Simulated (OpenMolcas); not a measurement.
# Ti²⁺ among point charges: CASSCF and CASPT2 levels and susceptibility

How does a field of 6 point charges split the states of Ti²⁺, and what χT follows?

The numbers are computed with OpenMolcas 26.06 (state-averaged CASSCF and CASPT2, spin-orbit coupling by RASSI with atomic mean-field integrals), except any that are marked as measured or tabulated.

## Step 1: The system

| Property | Result |
| --- | --- |
| Species | Ti²⁺ (titanium, Z = 22, 20 electrons) |
| Basis | ANO-RCC-VDZP [5s4p2d1f], 34 functions |
| Scalar Hamiltonian | DKH2, point nucleus |
| Inactive shells | 1s 2s 2p 3s 3p |
| Active space | 2 electrons in 5 orbitals (3d) |
| Some configurations of this space | 3d² |
| Orbitals | optimised for each spin and parity, averaged over all roots |

The outer shells:

3d2
```
3d [↑ ][↑ ][  ][  ][  ]
```

The ion sits among 6 point charges of -0.75 e arranged as an octahedron (Oh), 1.93 Å from the ion.

The work runs as a chain of OpenMolcas steps in one folder; each step below is one input file. Labels, J, g values, rates, χT and fits are worked out afterwards by a script from the matrices that RASSI stores. The input lists half of the charges; inversion (Group=XYZ) makes the rest.

## Step 2: One- and two-electron integrals

File a.inp:

```
&GATEWAY
Coord
1

Ti 0.0 0.0 0.0
Basis=ANO-RCC-VDZP
Group=XYZ
NoMove
AngMom=0.0 0.0 0.0
AMFI
XField
3 Angstrom 0
1.930000 0.000000 0.000000 -0.750000
0.000000 1.930000 0.000000 -0.750000
0.000000 0.000000 1.930000 -0.750000
&SEWARD
```

Started as:

```bash
> OMP_NUM_THREADS=1 MOLCAS_MEM=1689 MOLCAS_PROJECT=a pymolcas a.inp > a.log
```

## Step 3: CASSCF: triplets of even parity, 10 roots

File a.inp:

```
&RASSCF
FileOrb=start.orb
Symmetry=1
Spin=3
nActEl=2 0 0
Inactive=3 6
Ras2=5 0
CIRoot=10 10 1
SDav=10
CIMx=300
Iter=120 100
PrWF=0.3
OrbListing=Nothing
MaxOrb=0
>>> COPY $Project.JobIph JOB001
```

start.orb holds the contracted functions of the basis, ordered by shell, or the orbitals of the step before.

## Step 4: CASSCF: singlets of even parity, 15 roots

File a.inp:

```
&RASSCF
FileOrb=start.orb
Symmetry=1
Spin=1
nActEl=2 0 0
Inactive=3 6
Ras2=5 0
CIRoot=15 15 1
SDav=15
CIMx=300
Iter=120 100
PrWF=0.3
OrbListing=Nothing
MaxOrb=0
>>> COPY $Project.JobIph JOB002
```

## Step 5: State interaction with spin-orbit coupling

File a.inp:

```
&RASSI
NrOfJobIphs=2 10 15
1 2 3 4 5 6 7 8 9 10
1 2 3 4 5 6 7 8 9 10 11 12 13 14 15
IphNames
JOB001
JOB002
EJob
SpinOrbit
DIPRint=1.0
SOCoupling=1000.0
Subsets=2
Property=9
'ANGMOM' 1 'ANGMOM' 2 'ANGMOM' 3 'MLTPL  1' 1 'MLTPL  1' 2 'MLTPL  1' 3
'AMFI' 1 'AMFI' 2 'AMFI' 3
SOProperty=3
'ANGMOM' 1 'ANGMOM' 2 'ANGMOM' 3
```

## Step 6: CASPT2: IPEA 0.25, imaginary shift 0.1 (closed shells correlated: 3s 3p)

File a.inp:

```
>>> COPY JOB001 $Project.JobIph
&CASPT2
Multistate=10 1 2 3 4 5 6 7 8 9 10
NoMult
Frozen=2 3
IPEA=0.25
Imaginary=0.1
MaxIter=60
WThr=0.0 0.3 0.05
PrWF=0.5
NoMix
>>> COPY JOB002 $Project.JobIph
&CASPT2
Multistate=15 1 2 3 4 5 6 7 8 9 10 11 12 13 14 15
NoMult
Frozen=2 3
IPEA=0.25
Imaginary=0.1
MaxIter=60
WThr=0.0 0.3 0.05
PrWF=0.5
NoMix
```

(Steps that only read results are left out.)

Q: Predict the outcome of this session. Wanted: spin-free ground state; first state of the same spin within the active space; lowest level; next level.

The runs gave:

```
                                            quantity                                                                        value
                                              method  SS-CASPT2, IPEA 0.25, imaginary shift 0.1 (closed shells correlated: 3s 3p)
                              spin-free ground state                                              3T1, 3-fold in its orbital part
first state of the same spin within the active space                                                             3T2 at 4880 cm⁻¹
                                        lowest level                                               2-fold E, g = 0.00, 0.00, 0.00
                                          next level                                                                     6.2 cm⁻¹
                                         χT at 300 K                                                               1.15 cm³ K/mol
                           effective moment at 300 K                                                                      3.03 μB
```

Cost by method:

```tsv
method	time of its own steps	time with the reference
A. CASSCF	3.1 s	3.1 s
B. SS-CASPT2, IPEA 0.25, imaginary shift 0.1, +3s 3p	1.1 s	4.2 s
```

Times are of one thread on a shared host.

In words: The spin-free ground state (3T1) comes to 98 % from free-ion F terms and keeps the highest spin of the shell. χT at 300 K is 1.15, against 1.00 cm³ K/mol for the spin alone, so orbital moment adds to it. A ligand-field fit to the states below 45000 cm-1 gives 10Dq = 6322 cm-1, B = 710 cm-1 and C = 2458 cm-1 (C/B = 3.46), with a deviation of 515 cm-1. CASPT2 does not keep the components of a term degenerate, and the means are used. The field of point charges can differ much from that of real complexes. This is an electrostatic model: the charges have no orbitals.
